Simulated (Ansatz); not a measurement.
**CH8AlBGe: a ladder of functionals and wavefunction methods**

An exercise on one series of results from a longer session: the logs are not shown, and one member is left open.

Program: Ansatz 0.2.0, Gaussian basis. Level of theory: functionals in def2-TZVPP, the program's frozen cores in correlated methods. These are calculated values, not measurements.

The runs, in order: PBE-D4, r2SCAN-D4, PBE0-D4, B3LYP-D4, ωB97X-V, ωB97M-V, B2PLYP; CCSD(T)/def2-TZVPP; MP2/def2-QZVPP; extrapolation to the limit.

## The geometry

An earlier PBE0-D4 in a triple-zeta def2 set relaxation fixed the geometry.

SMILES `B[CH2][AlH][GeH3]`, 12 atoms, charge 0, spin multiplicity 1.

Atoms are counted from 1 here; the program's logs count them from 0.

Bond lengths: B1–C2 1.508 Å, B1–H5 1.201 Å, B1–H6 1.200 Å, C2–Al3 1.987 Å, C2–H7 1.091 Å, C2–H8 1.100 Å, Al3–Ge4 2.474 Å, Al3–H9 1.587 Å, Ge4–H10 1.541 Å, Ge4–H11 1.543 Å, Ge4–H12 1.541 Å. Angles: C2–B1–H5 120.6°, C2–B1–H6 120.9°, H5–B1–H6 118.3°, B1–C2–Al3 102.5°, B1–C2–H7 119.3°, B1–C2–H8 115.9°, Al3–C2–H7 105.5°, Al3–C2–H8 97.2°, H7–C2–H8 112.5°, C2–Al3–Ge4 119.6°, C2–Al3–H9 117.8°, Ge4–Al3–H9 122.5°, Al3–Ge4–H10 112.1°, Al3–Ge4–H11 110.3°, Al3–Ge4–H12 113.6°, H10–Ge4–H11 106.4°, H10–Ge4–H12 107.3°, H11–Ge4–H12 106.8°.

The first run:

in.yaml

```yaml
crystal:
  periodic: [false, false, false]
  atoms:
    - {symbol: B, position_ang: [-0.895840, 1.736026, -0.132813]}
    - {symbol: C, position_ang: [-1.355265, 0.650686, 0.808016]}
    - {symbol: Al, position_ang: [0.281483, -0.456014, 1.022534]}
    - {symbol: Ge, position_ang: [1.364511, -1.434795, -0.974279]}
    - {symbol: H, position_ang: [-0.814289, 1.527503, -1.312387]}
    - {symbol: H, position_ang: [-0.507870, 2.791465, 0.286942]}
    - {symbol: H, position_ang: [-1.663150, 0.916237, 1.820228]}
    - {symbol: H, position_ang: [-1.992123, -0.129661, 0.365950]}
    - {symbol: H, position_ang: [0.798494, -0.735553, 2.496636]}
    - {symbol: H, position_ang: [0.339825, -1.815140, -2.061181]}
    - {symbol: H, position_ang: [2.323854, -0.411420, -1.617163]}
    - {symbol: H, position_ang: [2.197370, -2.694633, -0.668582]}
basis:
  gaussian: {orbitals: def2-TZVPP}
hamiltonian: {xc: pbe, dispersion: d4}
output: {forces: true, orbitals: {seedname: orbitals}}
```

Run with:

```
$ ansatz run in.yaml --threads 4 --pin off --events-out ev --progress --plain --max-ram 10444MiB
```

Steps of the session up to this table: PBE-D4 (GGA); r2SCAN-D4 (meta-GGA); PBE0-D4 (hybrid); B3LYP-D4 (hybrid); ωB97X-V (range-separated); ωB97M-V (range-separated); B2PLYP (double hybrid); CCSD(T) in def2-TZVPP; MP2 in def2-QZVPP.

One of the session's tables, all rows but one given; the rest of the session is left out.

```
            method  atomisation energy (kcal/mol)
            PBE-D4                          888.4
         r2SCAN-D4                          894.7
           PBE0-D4                          885.6
          B3LYP-D4                          888.6
           ωB97X-V                          893.6
           ωB97M-V                          889.1
            B2PLYP                          878.5
     HF/def2-TZVPP                              ?
    MP2/def2-TZVPP                          870.7
   CCSD/def2-TZVPP                          864.1
CCSD(T)/def2-TZVPP                          872.7
           MP2/CBS                          887.4
       CCSD(T)/CBS                          889.4
```

Q: Estimate the row for HF/def2-TZVPP from the others.

**Answer.** atomisation energy (kcal/mol): 683.7. In the column «atomisation energy (kcal/mol)» it is the lowest.
